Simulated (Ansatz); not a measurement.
**CHFISi+ (SMILES FC(=[SiH+])I): one structure at several levels**

An exercise on one series of results from a longer session: the logs are not shown, and one member is left open.

The runs use Ansatz 0.2.0, Gaussian basis; single points in def2-TZVPP.

Correlated methods freeze the cores. Filled d shells of the heavier atoms are correlated. Core potentials replace the inner electrons past krypton, and spin-orbit coupling is left out. B3LYP uses VWN-RPA correlation.

## The system as given

5 atoms, charge 1, spin multiplicity 1.

Atoms are counted from 1 here; the program's logs count them from 0.

Bond lengths: F1–C2 1.397 Å, C2–Si3 1.801 Å, C2–I4 2.102 Å, Si3–H5 1.385 Å. Angles: F1–C2–Si3 126.5°, F1–C2–I4 105.5°, Si3–C2–I4 120.4°, C2–Si3–H5 108.9°.

Geometry (Å):

```
F     0.1124   -1.5557    0.9487
C    -0.0923   -0.4673    0.0971
Si    0.3653    1.2451    0.4190
I    -1.8417   -0.9164   -0.9787
H     1.4275    1.5887   -0.4014
```

The first run:

run/in.yaml reads:

```yaml
crystal:
  periodic: [false, false, false]
  atoms:
    - {symbol: F, position_ang: [0.112400, -1.555700, 0.948700]}
    - {symbol: C, position_ang: [-0.092300, -0.467300, 0.097100]}
    - {symbol: Si, position_ang: [0.365300, 1.245100, 0.419000]}
    - {symbol: I, position_ang: [-1.841700, -0.916400, -0.978700]}
    - {symbol: H, position_ang: [1.427500, 1.588700, -0.401400]}
basis:
  gaussian: {orbitals: def2-TZVPP}
total_charge: 1
correlation: {method: ccsd_t}
output: {forces: true}
```

No record of the launch command was kept for these runs.

Steps of the session up to this table: CCSD(T)/def2-TZVPP; PBE0-D4/def2-TZVPP; wB97M-V/def2-TZVPP; r2SCAN-D4/def2-TZVPP; PBE-D4/def2-TZVPP; CAM-B3LYP-D4/def2-TZVPP; B3LYP-D4/def2-TZVPP.

One table of the session follows, with a row left open; its other results are not shown here.

| method | RMS force component (eV/Å) | angle to CCSD(T) forces (°) |
| --- | --- | --- |
| CCSD(T) | 1.717 | reference |
| PBE0-D4 | 1.850 | 4.0 |
| wB97M-V | 1.808 | 3.7 |
| r2SCAN-D4 | 1.688 | 4.2 |
| PBE-D4 | 1.617 | 7.8 |
| CAM-B3LYP-D4 | 1.811 | 4.3 |
| B3LYP-D4 | ? | ? |

Estimate the missing values for B3LYP-D4.

The run gave: RMS force component (eV/Å): 1.689; angle to CCSD(T) forces (°): 2.8. In the column «RMS force component (eV/Å)» it lies between r2SCAN-D4 (1.688) and CCSD(T) (1.717).
